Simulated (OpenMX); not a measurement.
Runs of OpenMX 3.8.5 on HfIn4SiO6. Symmetry: C2, No. 5, monoclinic system. Conventional cell: a = 5.432 Å, b = 9.407 Å, c = 7.635 Å, α = 90.00°, β = 104.03°, γ = 90.00°. Hf (site symmetry 2) has 6 O at 2.13 to 2.14 Å as nearest neighbours. In (site symmetry 2) has 2 O at 2.73 Å and 4 In at 3.12 Å as nearest neighbours. Around In (site symmetry 2) lie 6 O at 2.23 Å. In (site symmetry 2) is surrounded by 2 O at 2.73 Å and 3 In at 3.07 to 3.12 Å. In (site symmetry 2) is surrounded by 2 O at 2.73 Å and 3 In at 3.07 to 3.12 Å. Si (site symmetry 2) has 6 O at 1.85 Å as nearest neighbours. O (site symmetry 1) has 1 Si at 1.85 Å as nearest neighbours. O (site symmetry 1) is surrounded by 1 Si at 1.85 Å. The cell was built by a generator and needn't be a form met in nature.

```tsv
task	level	potentials or basis	spin	k mesh	SCF threshold	max SCF cycles	grid points, held for all volumes	pressure (GPa)	largest force (eV/Å)
band structure	PBE	OpenMX 2013 PBE set, Hf7.0-s3p2d2f1, In7.0-s3p2d2, Si7.0-s2p2d1, O6.0-s2p2d1, grid cutoff 500 Ry	off	7 × 7 × 5	1e-08 Ha	100	-	0.7	0.30
band structure	LDA	OpenMX 2013 LDA set, Hf7.0-s3p2d2f1, In7.0-s3p2d2, Si7.0-s2p2d1, O6.0-s2p2d1, grid cutoff 500 Ry	off	7 × 7 × 5	1e-08 Ha	100	-	-7.0	(a)
band structure	PBE	OpenMX 2013 PBE set, Hf7.0-s3p2d2f1, In7.0-s3p2d2, Si7.0-s2p2d1, O6.0-s2p2d1, grid cutoff 500 Ry	non-collinear, zero start, SOC	5 × 5 × 3	1e-07 Ha	100	-	-	0.34
band structure	PBE	OpenMX 2013 PBE set, Hf7.0-s3p2d2, In7.0-s3p2d1, Si7.0-s2p1d1, O6.0-s2p2, grid cutoff 500 Ry	off	7 × 7 × 5	1e-08 Ha	100	-	(b)	0.37
single point	PBE	OpenMX 2013 PBE set, Hf7.0-s3p2d2f1, In7.0-s3p2d2, Si7.0-s2p2d1, O6.0-s2p2d1, grid cutoff 500 Ry	off	7 × 7 × 5	1e-08 Ha	100	-	0.7	0.30
```

Alike in all rows: cell as given; smearing fermi-dirac 0.05 eV.

**Question.** Fill in the values left out.

**Answer.** (a) 0.48; (b) 3.0.

Caveats: the basis of atomic orbitals isn't converged, which shifts pressures, moduli and gaps; total energies with and without spin-orbit coupling shouldn't be compared in this program (some runs).
